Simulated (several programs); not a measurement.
## What each method gives for La₂AsN (ordering on rocksalt)

La₂AsN as one 4-atom ordering (P4/mmm) on the rocksalt lattice, relaxed with r2SCAN in Ansatz, was computed with several methods. It is tetragonal, P4/mmm (No. 123); a = 4.117 Å, c = 5.839 Å in the conventional setting, 24.74 Å³ an atom. N has 6 La at 2.91–2.92 Å; La has 4 As at 2.91 Å and 2 N at 2.92 Å; As has 6 La at 2.91–2.92 Å; La has 4 N at 2.91 Å and 2 As at 2.92 Å. (Calculated; spin-unpolarised; the phase may be known or hypothetical.)

```cif
data_structure
_symmetry_space_group_name_H-M 'P4/mmm'
_symmetry_Int_Tables_number 123
_cell_length_a 4.1170
_cell_length_b 4.1170
_cell_length_c 5.8394
_cell_angle_alpha 90.000
_cell_angle_beta 90.000
_cell_angle_gamma 90.000
_cell_volume 98.98
loop_
_atom_site_label
_atom_site_type_symbol
_atom_site_symmetry_multiplicity
_atom_site_Wyckoff_symbol
_atom_site_fract_x
_atom_site_fract_y
_atom_site_fract_z
_atom_site_occupancy
N1 N 1 a 0.00000 0.00000 0.00000 1
La1 La 1 b 0.00000 0.00000 0.50000 1
As1 As 1 d 0.50000 0.50000 0.50000 1
La2 La 1 c 0.50000 0.50000 0.00000 1
```

Gaps and times are for a single point on this cell; volume and bulk modulus come from each method's own relaxation or energy curve at fixed shape, which is too stiff where a cell has free coordinates or axes. Times are rough, from shared hosts (Arm Neoverse N1; Arm Neoverse V2), and each method has its own mesh and cell size. A double dagger marks a value from a curve with shape and coordinates held. PM6 (MOPAC), PM7 (MOPAC), GFN1-xTB (tblite) treat a cluster of cells at its zone centre, which samples few k points: where these miss a band edge, the gap comes out too large for that reason alone. Gaps from k meshes are read at a limited set of points (mesh, symmetry points, PBE's band edges), so each method's own least gap may be somewhat smaller. xTB and the PM methods were fitted mostly to molecules, and can miss a solid's gap by electronvolts. Times of the plane-wave ladder aren't listed, since it ran on unlike processors and cards. d marks a direct gap, i an indirect one (no mark: not told apart), a dash a value that wasn't computed or didn't pass its checks.

| method | kind | gap (eV) | own volume (Å³/atom) | bulk modulus (GPa) | atoms computed | processor time |
| --- | --- | --- | --- | --- | --- | --- |
| light PBE (260 eV and a coarse mesh) | light plane-wave | overlap 0.09 | – | – | 4 | 1.3 s |
| GFN1-xTB (tblite) | tight binding | 0 | – | – | cluster | 2.6 s |
| PBE | semilocal | overlap 0.08 | 24.73 | 79‡ | 4 | – |
| PM7 (MOPAC) | semi-empirical | 4.78 | – | – | cluster | 8.2 s |
| r2SCAN | semilocal | 0.03 d | 24.74 | 86‡ | 4 | – |
| PM6 (MOPAC) | semi-empirical | 3.23 | – | – | cluster | 24 s |
| PBE+SOC | semilocal | overlap 0.06 | – | – | 4 | – |
| HSE06 | hybrid | 0.13 d | – | – | 4 | – |

Against HSE06 (0.13 eV) and with closed or daggered gaps left aside, the nearest gap at the points sampled is that of r2SCAN (-0.10 eV) and the farthest that of PM7 (MOPAC) (+4.65 eV). HSE06 is only a yardstick of convenience, and nearness to it can be luck.

Runs without a result: GFN2-xTB (tblite) (single point), PBE/single zeta (GPAW) (single point).

With PBE the bands overlap or touch, or nearly. Semilocal functionals can close a real gap, so this doesn't show a metal; small gaps of other methods may in turn close between the points read or with spin-orbit coupling, and the solid may be a semimetal.

Only the rows marked +SOC include spin-orbit coupling.
